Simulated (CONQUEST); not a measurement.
## CS2 under changes of volume

One of the cells (35.848 Å³/atom); the others are scaled copies at fixed shape and fractional positions:

```
S C
1.0
     5.98863    0.00000    0.00000
     0.00000    7.29158    0.00000
     0.00000    0.00000    9.85126
S C
8 4
Direct
  0.18152 0.00000 0.88687
  0.68152 0.50000 0.88687
  0.31848 0.00000 0.38687
  0.81848 0.50000 0.38687
  0.18152 0.50000 0.61313
  0.68152 0.00000 0.61313
  0.31848 0.50000 0.11313
  0.81848 0.00000 0.11313
  0.00000 0.50000 0.50000
  0.50000 0.00000 0.50000
  0.00000 0.00000 0.00000
  0.50000 0.50000 0.00000
```

The cell comes from a database or a generator and needn't be the stable form of this composition.

| Property | Result |
| --- | --- |
| Program | CONQUEST 1.3 |
| Functional | PBEsol |
| Potentials or basis | PseudoDojo NC PBEsol, DZP, grid of 60 × 72 × 96 points |
| k mesh | 5 × 4 × 3 |
| Occupations | fermi-dirac, width 0.05 eV |
| Spin | no spin polarisation |

```csv
volume (Å³/atom),energy over the lowest point (meV/atom),pressure (GPa),gap on the mesh (eV),largest force (eV/Å)
33.697,31.39,3.9,3.55,2.832
34.414,16.49,2.8,3.53,2.132
35.131,6.58,1.7,3.50,1.471
35.848,1.24,0.7,3.48,0.860
36.564,0.00,-0.1,3.45,0.296
37.281,2.46,-0.9,3.43,0.237
37.998,?,?,?,?
```

Q: What does the run at 37.998 Å³/atom give?

A: Energy over the lowest point 8.32 meV/atom; pressure -1.7 GPa; gap on the mesh 3.40 eV; largest force 0.735 eV/Å.

Worked out: A Birch-Murnaghan fit of order 3 (a polynomial in V^(-2/3)) to the other rows has its minimum at 36.44 Å³/atom with B0 = V·E''(V) = 43 GPa and B' = 4.1 at fixed shape and positions, which overstates the stiffness. It gives 8.30 meV/atom at 37.998 Å³/atom, against the run's 8.32, and -dE/dV = -1.7 GPa, against -1.7. A straight line through the other rows of the gap, of slope -1.22 eV per unit of ln V, extrapolates to 3.41 eV, against the run's 3.40.

Energies are extrapolated to zero smearing.

Caveats: an odd mesh through Γ misses points on the zone boundary, where band edges often lie; this functional lacks dispersion, which binds the layers, so the pressure and a relaxed spacing across them are unreliable; the basis of atomic orbitals isn't converged, which shifts pressures, moduli and gaps; forces of over 1 eV/Å show positions far from the minimum, so gaps and moduli don't describe the material at rest (some runs).
